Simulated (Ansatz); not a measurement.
# CoW3: magnetic states

The task here is to estimate one member of a computed series from the others.

Method: DFT PBEsol, scalar-relativistic, plane waves, PAW, in Ansatz 0.2.0.

### The starting structure

Symmetry: Fm-3m, No. 225, cubic system. The conventional cell has a = 6.154 Å, b = 6.154 Å, c = 6.154 Å, α = 90.00°, β = 90.00°, γ = 90.00°. Around W (site symmetry -43m) lie 4 W at 2.66 Å and 4 Co at 2.66 Å. W (site symmetry m-3m) has 8 W at 2.66 Å as nearest neighbours. Co (site symmetry m-3m) is surrounded by 8 W at 2.66 Å.

Structure file:

```
CELL_PARAMETERS angstrom
0.00000 3.07676 3.07676
3.07676 0.00000 3.07676
3.07676 3.07676 0.00000
ATOMIC_POSITIONS crystal
W 0.25000 0.25000 0.25000
W 0.75000 0.75000 0.75000
W 0.50000 0.50000 0.50000
Co 0.00000 0.00000 0.00000
```

This is a hypothetical structure, made by putting the elements on a prototype's sites.

The first run:

(A quick probe on a coarse mesh, which set the mesh and smearing, is not shown.)

Input file input.yaml:

```yaml
crystal:
  lattice:
    - [0.0, 3.0767554381, 3.0767554381]
    - [3.0767554381, 0.0, 3.0767554381]
    - [3.0767554381, 3.0767554381, 0.0]
  atoms:
    - { symbol: W, position: [0.25, 0.25, 0.25], spin: 0.16 }
    - { symbol: W, position: [0.75, 0.75, 0.75], spin: 0.16 }
    - { symbol: W, position: [0.5, 0.5, 0.5] }
    - { symbol: Co, position: [0.0, 0.0, 0.0], spin: 1.37 }
basis:
  ecutwfc: 420
kpoints:
  mp_grid: { grid: [12, 12, 12] }
hamiltonian:
  xc: pbesol
scf:
  occupations: { method: gaussian, width: 0.1 }
output:
  forces: true
  stress: true
  eigenvalues: true
  populations: true
magnetization:
  spin_polarized: true
relax:
  adjacent_minimum: "off"
  f_tol: 0.01
  max_steps: 80
  cell: { stress_tol: 0.05 }
```

On the command line:

```sh
ansatz run input.yaml --threads 1 --pin off --max-ram 2560MiB --backend cpu --events-out ev --progress --plain --runs-dir out
```

Among the steps run: The relaxation; Magnetic start: no spin polarisation; Magnetic start: ferromagnetic; Magnetic start: large parallel starting moments; Magnetic start: antiferromagnetic, doubled cell, propagation vector (0, 0, 1/2); Magnetic start: antiferromagnetic, doubled cell, propagation vector (0, 1/2, 1/2); Magnetic start: small parallel starting moments.

One table of the session follows, with a row left open; its other results are not shown here.

It belongs to the step «The magnetic starts in order of energy». 

```
                                                            start  energy above the lowest (meV/atom)  pressure (GPa)
                                                    ferromagnetic                                0.00             0.0
                                  large parallel starting moments                                0.00             0.0
                                  small parallel starting moments                                0.00             0.0
  antiferromagnetic, doubled cell, propagation vector (0, 0, 1/2)                                   ?               ?
antiferromagnetic, doubled cell, propagation vector (0, 1/2, 1/2)                                2.63             0.2
                                                          no spin                                19.6            -1.5
```

**Question.** Estimate the row for antiferromagnetic, doubled cell, propagation vector (0, 0, 1/2).

The run gave: energy above the lowest (meV/atom): 2.27; pressure (GPa): 0.2. In the column «energy above the lowest (meV/atom)» it lies between small parallel starting moments (0.00) and antiferromagnetic, doubled cell, propagation vector (0, 1/2, 1/2) (2.63).

Caveats from the session: Only these starts were tried, so a lower state is not ruled out.
